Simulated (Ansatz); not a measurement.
The system is TeRu.

```
Ru Te
1.0
     3.79508    0.00000    0.00000
    -1.89754    3.28664    0.00000
     0.00000    0.00000    3.70381
Ru Te
1 1
Direct
  0.00000 0.00000 0.00000
  0.66667 0.33333 0.50000
```

The cell comes from a database or a generator and needn't be the stable form of this composition.

Program: Ansatz 0.2.0. Alike in all runs: task single point; potentials or basis all-electron LAPW, scalar-relativistic; cell as given; k mesh 6 × 6 × 5; cutoff (eV) 235; smearing gaussian 0.05 eV; basis error allowed 0.001 eV/atom. Hardware: 1 thread of Arm Neoverse V2, on a shared host.

Question: Order these runs on this cell by their wall time, lowest first.
A. level LDA+U; spin off; U Ru d U = 2 eV
B. level PBEsol+U; spin collinear, ferromagnetic start; U Ru d U = 4 eV
C. level PBEsol+U; spin collinear, program default start; U Ru d U = 2 eV

Answer: A (14 s), B (140 s), C (600 s).

Caveats: the k mesh is thin for a metal, which can move the energy by tens of meV per atom; U is the effective U less J, on atomic orbitals that reach past the spheres; the U is typed as a test and isn't derived for this compound; U without spin polarisation on a metal has little footing (some runs).
